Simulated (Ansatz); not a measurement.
Working through a rigid scan of one bond length of CH5SSbSi, SMILES [SiH3][CH]1[S][SbH]1

With Ansatz 0.2.0, Python API.

At the Python prompt:
```pycon
>>> import ansatz as az
>>> import numpy as np
>>> GEOMETRY = """
... Si   -0.80450    0.99170    0.36460
... C    -0.04810   -0.59480   -0.07080
... S     0.92640   -1.20300    1.27680
... Sb    1.97040   -0.33980   -0.88230
... H     0.12550    1.91810    0.98330
... H    -1.34580    1.68440   -0.88110
... H    -1.95260    0.80010    1.27090
... H    -0.64160   -1.35210   -0.54810
... H     1.85870   -1.95090   -1.53040
... """
>>> geometry = az.Crystal.molecule()
>>> for line in GEOMETRY.strip().splitlines():
...     symbol, *xyz = line.split()
...     geometry = geometry.atom(symbol, [float(v) for v in xyz])
...
>>> symbols = [site.symbol for site in geometry.cartesian_sites]
>>> start = np.array([site.position_ang for site in geometry.cartesian_sites])
>>> axis = (start[8] - start[3]) / np.linalg.norm(start[8] - start[3])
>>> moving = [8]
>>> lengths, energies = [1.531, 1.601, 1.671, 1.74, 1.81, 1.879, 1.949, 2.053], []
>>> for length in lengths:
...     xyz = start.copy()
...     xyz[moving] += (length - np.linalg.norm(start[8] - start[3])) * axis
...     point = az.Crystal.molecule()
...     for symbol, place in zip(symbols, xyz):
...         point = point.atom(symbol, place.tolist())
...     calculation = (
...         point.calculation()
...         .basis(gaussian="def2-SVP")
...         .correlation("mp2")
...     )
...     summary = calculation.run(threads=1, backend="cpu").report
...     energies.append(summary["free_energy_ev"])
...     print(f"r = {length:6.3f} A  E = {energies[-1]:.5f} eV  <S^2> = {abs(summary['mean_field']['state']['spin_squared']):.3f}")
...
r =  1.531 A  E = -26305.08838 eV  <S^2> = 0.000
r =  1.601 A  E = -26305.28192 eV  <S^2> = 0.000
r =  1.671 A  E = -26305.36423 eV  <S^2> = 0.000
r =  1.740 A  E = -26305.36300 eV  <S^2> = 0.000
r =  1.810 A  E = -26305.29913 eV  <S^2> = 0.000
r =  1.879 A  E = -26305.19047 eV  <S^2> = 0.000
r =  1.949 A  E = -26305.04672 eV  <S^2> = 0.000
r =  2.053 A  E = -26304.79190 eV  <S^2> = 0.000
>>> # quartic fit about the minimum
>>> fit = np.polynomial.Polynomial.fit(lengths, np.array(energies) - min(energies), 4).convert()
>>> roots = [r.real for r in fit.deriv().roots() if abs(r.imag) < 1e-9 and fit.deriv(2)(r.real) > 0]
>>> r_e = min(roots, key=lambda r: abs(r - lengths[int(np.argmin(energies))]))
>>> print(f"minimum of the fit at {r_e:.4f} A, force constant {fit.deriv(2)(r_e):.2f} eV/A^2")
minimum of the fit at 1.7035 A, force constant 15.09 eV/A^2
```

Total energies depend on the basis set; only differences at equal settings carry meaning. The rest of the molecule is held rigid at a force-field or estimated start geometry, and the basis set is modest; single-reference methods fail as a bond breaks. def2 sets replace the cores of elements past krypton by effective core potentials. The orbitals are restricted, so S² is zero by construction. S² is that of the Hartree-Fock reference. Timing: 22 s on 1 thread of Arm Neoverse V1, with other jobs on the host, peak memory 0.3 GiB.

(Lines on the test bed's own set-up are left out of the output.)
